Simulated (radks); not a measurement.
**Cd⁴⁺ in [Kr] 4d8: an all-electron calculation**

Aim: the levels, the sizes of the orbitals and the parts of the energy of the cadmium ion Cd4+.

Program: radks (a radial shooting solver on a logarithmic mesh, Libxc functionals) version 1. Level of theory: Dirac Kohn-Sham, RPBE, spin-unpolarised, spherical densities, point nucleus; open shells fill j = l - 1/2 first. These are calculated values, not measurements, unless marked.

### 1 What is computed

```
element       : cadmium (Z = 48)
charge        : +4
electrons     : 44
configuration : [Kr] 4d8
```

### 2 The run

Settings of this run:

```text
Z 48
configuration [Kr] 4d8
relativity Dirac
functional rpbe,pbe
spin unpolarised
j_filling energy
nucleus point
c 137.035999084
```

Q: Predict the outcome of this run.

The runs gave:

| quantity | value |
| --- | --- |
| total energy | -5592.03921 hartree |
| exchange-correlation share of it | 2.74 % |
| −T/E | 1.0487 |
| highest occupied level | 4d5/2, -62.063 eV |
| most extended occupied level | 4d5/2, <r> = 1.16 bohr |
| radius at density 0.001 e/bohr³ | 2.86 bohr |
| maxima of the radial density | 4 |
| ionisation energy, NIST | 68 (theory) eV |

What this shows: 4 principal shells are occupied and 4 maxima appear in the radial density. Relativity lifts −T/E to 1.049. Minus the highest eigenvalue, 62.063 eV, is 91 % of the tabulated ionisation energy (68 eV). Spin polarisation and multiplet splitting are left out.
